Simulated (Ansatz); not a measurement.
# CH₃Cl₃HfS: one species, many methods

One table from this session's results is given with a row withheld; the runs are named, their logs left out.

Program: Ansatz 0.2.0, Gaussian basis. Level of theory: functionals in def2-TZVPP, the program's frozen cores in correlated methods. These are calculated values, not measurements.

Levels to be run: LDA (SPW92), PBE-D4, revPBE-D4, BLYP-D4, r2SCAN-D4, B97M-V, PBE0-D4, B3LYP-D4, r2SCANh-D4, r2SCAN0-D4, HSE06-D4, BHLYP-D4, CAM-B3LYP-D4, LC-ωPBE, ωB97X-V, ωB97M-V, B2PLYP, PBE-QIDH; CCSD(T)/def2-SVP; MP2/def2-TZVPP; MP2/def2-QZVPP; RPA on PBE.

### The relaxed structure

The geometry comes from an earlier relaxation with PBE0-D4 in a triple-zeta def2 set; it is a stationary point, not always the lowest conformer. Hf takes the def2 core potential; no spin-orbit term is included.

SMILES `C[S][Hf]([Cl])([Cl])[Cl]`, 9 atoms, charge 0, spin multiplicity 1.

Atoms are counted from 1 here; the program's logs count them from 0.

Bond lengths: C1–S2 1.829 Å, C1–H7 1.089 Å, C1–H8 1.098 Å, C1–H9 1.089 Å, S2–Hf3 2.386 Å, Hf3–Cl4 2.335 Å, Hf3–Cl5 2.320 Å, Hf3–Cl6 2.335 Å. Angles: S2–C1–H7 108.6°, S2–C1–H8 114.1°, S2–C1–H9 108.6°, H7–C1–H8 107.4°, H7–C1–H9 110.7°, H8–C1–H9 107.4°, C1–S2–Hf3 89.8°, S2–Hf3–Cl4 108.9°, S2–Hf3–Cl5 106.9°, S2–Hf3–Cl6 108.9°, Cl4–Hf3–Cl5 111.3°, Cl4–Hf3–Cl6 109.6°, Cl5–Hf3–Cl6 111.2°.

Coordinates:

```xyz
9

C    -0.0444   -1.3421    0.8175
S     1.3691   -0.8151   -0.2162
Hf    0.1911    1.1773   -0.7952
Cl   -1.8084    0.5928   -1.8504
Cl    1.5707    2.3866   -2.2153
Cl   -0.2724    2.3743    1.1557
H     0.2991   -1.4541    1.8443
H    -0.8819   -0.6322    0.8268
H    -0.4229   -2.2874    0.4328
```

The first run:

in.yaml reads:

```yaml
crystal:
  periodic: [false, false, false]
  atoms:
    - {symbol: C, position_ang: [-0.044410, -1.342095, 0.817494]}
    - {symbol: S, position_ang: [1.369106, -0.815092, -0.216170]}
    - {symbol: Hf, position_ang: [0.191121, 1.177339, -0.795162]}
    - {symbol: Cl, position_ang: [-1.808390, 0.592807, -1.850436]}
    - {symbol: Cl, position_ang: [1.570672, 2.386568, -2.215288]}
    - {symbol: Cl, position_ang: [-0.272359, 2.374267, 1.155712]}
    - {symbol: H, position_ang: [0.299101, -1.454136, 1.844276]}
    - {symbol: H, position_ang: [-0.881918, -0.632221, 0.826793]}
    - {symbol: H, position_ang: [-0.422922, -2.287436, 0.432781]}
basis:
  gaussian: {orbitals: def2-TZVPP}
hamiltonian: {xc: lda}
output: {orbitals: {seedname: orbitals}}
```

Command:

```sh
$ ansatz run in.yaml --threads 4 --pin off --events-out ev --progress --plain --max-ram 11315MiB
```

Steps of the session up to this table: LDA; PBE-D4 (GGA); revPBE-D4 (GGA); BLYP-D4 (GGA); r2SCAN-D4 (meta-GGA); B97M-V (meta-GGA); B3LYP-D4 (hybrid); r2SCANh-D4 (hybrid); r2SCAN0-D4 (hybrid); HSE06-D4 (hybrid); BHLYP-D4 (hybrid); CAM-B3LYP-D4 (range-separated); LC-ωPBE (range-separated); ωB97X-V (range-separated); ωB97M-V (range-separated); B2PLYP (double hybrid); PBE-QIDH (double hybrid).

One table of the session follows, with a row left open; its other results are not shown here.

It belongs to the step «Orbital energies across the functionals». 

```
  functional  HOMO (eV)  LUMO (eV)  gap (eV)
 LDA (SPW92)      -6.70      -3.13      3.57
      PBE-D4      -6.57      -2.88      3.68
   revPBE-D4      -6.51      -2.79      3.72
     BLYP-D4      -6.39      -2.73      3.66
   r2SCAN-D4      -6.85      -2.73      4.12
      B97M-V      -6.91      -2.67      4.25
     PBE0-D4      -7.76      -2.07      5.69
    B3LYP-D4      -7.51      -2.25      5.26
  r2SCANh-D4      -7.29      -2.43      4.86
  r2SCAN0-D4      -7.94      -1.97      5.98
    HSE06-D4      -7.36      -2.45      4.91
    BHLYP-D4          ?          ?         ?
CAM-B3LYP-D4      -9.03      -0.96      8.07
     LC-ωPBE     -10.41       0.14     10.56
     ωB97X-V     -10.06       0.07     10.13
     ωB97M-V      -9.88       0.00      9.88
```

**Question.** Estimate the row for BHLYP-D4.

Worked estimate for «HOMO (eV)». Against the share of exact exchange, BLYP-D4 (0, -6.39), B3LYP-D4 (0.2, -7.51) give a slope of -5.60 per unit share; at 0.5 the line stands at -9.19.

As computed: HOMO (eV): -8.79; LUMO (eV): -1.07; gap (eV): 7.72. In «HOMO (eV)» the line misses by -0.40.
